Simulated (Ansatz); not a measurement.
# Cl2H5NOSn: the cost of one run

All numbers below are computed with Ansatz 0.2.0 (RKS revPBE-D4/def2-SVP).

## Step 1: The system as given

Bond lengths: Sn1–O2 2.310 Å, O2–H3 1.010 Å, Sn1–Cl4 2.410 Å, Sn1–Cl5 2.408 Å, Sn1–H6 1.739 Å, Sn1–N7 2.400 Å, N7–H8 1.060 Å, N7–H9 1.060 Å. Angles: Sn1–O2–H3 109.5°, O2–Sn1–Cl4 109.4°, O2–Sn1–Cl5 109.5°, O2–Sn1–H6 109.5°, O2–Sn1–N7 71.6°, Cl4–Sn1–Cl5 109.5°, Cl4–Sn1–H6 109.5°, Cl4–Sn1–N7 67.1°, Cl5–Sn1–H6 109.5°, Cl5–Sn1–N7 72.9°, H6–Sn1–N7 176.5°, Sn1–N7–H8 120.0°, Sn1–N7–H9 120.0°, H8–N7–H9 120.0°.

As a file:

```xyz
10

Sn    0.0000    0.0000    0.0000
O     0.0000    0.0000    2.3100
H    -0.9095   -0.2814    2.6471
Cl    2.2726    0.0000   -0.8025
Cl   -1.1351    1.9666   -0.8025
H    -0.8195   -1.4198   -0.5794
N     1.2587    1.8982    0.7568
H     2.1152    1.7577    1.3652
H     0.9580    2.8770    0.4826
H     0.7589    1.1445    1.9180
```

## Step 2: A restrained relaxation towards end A

Springs on the bonds that form and break draw the guess towards this end; the thresholds are loose.

Input file input.yaml:

```yaml
crystal:
  periodic: [false, false, false]
  atoms:
    - { symbol: Sn, position_ang: [0.0, 0.0, 0.0] }
    - { symbol: O, position_ang: [0.0, 0.0, 2.31] }
    - { symbol: H, position_ang: [-0.9095, -0.2814, 2.6471] }
    - { symbol: Cl, position_ang: [2.2726, 0.0, -0.8025] }
    - { symbol: Cl, position_ang: [-1.1351, 1.9666, -0.8025] }
    - { symbol: H, position_ang: [-0.8195, -1.4198, -0.5794] }
    - { symbol: "N", position_ang: [1.2587, 1.8982, 0.7568] }
    - { symbol: H, position_ang: [2.1152, 1.7577, 1.3652] }
    - { symbol: H, position_ang: [0.958, 2.877, 0.4826] }
    - { symbol: H, position_ang: [0.7589, 1.1445, 1.918] }
basis:
  gaussian: { orbitals: def2-SVP }
hamiltonian:
  xc: revpbe
  dispersion: d4
relax:
  f_tol: 0.15
  max_steps: 25
  restrain:
    - { distance: [0, 6], at: 3.3, k: 30.0 }
    - { distance: [9, 1], at: 2.21, k: 30.0 }
    - { distance: [0, 1], at: 1.96, k: 30.0 }
    - { distance: [9, 6], at: 1.06, k: 30.0 }
output:
  orbitals: {}
```

Command:

```
$ ansatz run input.yaml --threads 4 --pin off --max-ram 5120MiB --backend cpu --events-out ev --progress --plain --runs-dir out
```

Q: Estimate wall time and peak memory on 4 threads of Intel Xeon Platinum 8259CL at 2.50GHz (Skylake/Cascade Lake), shared host.

About 34 s, with a peak of 0.2 GiB.
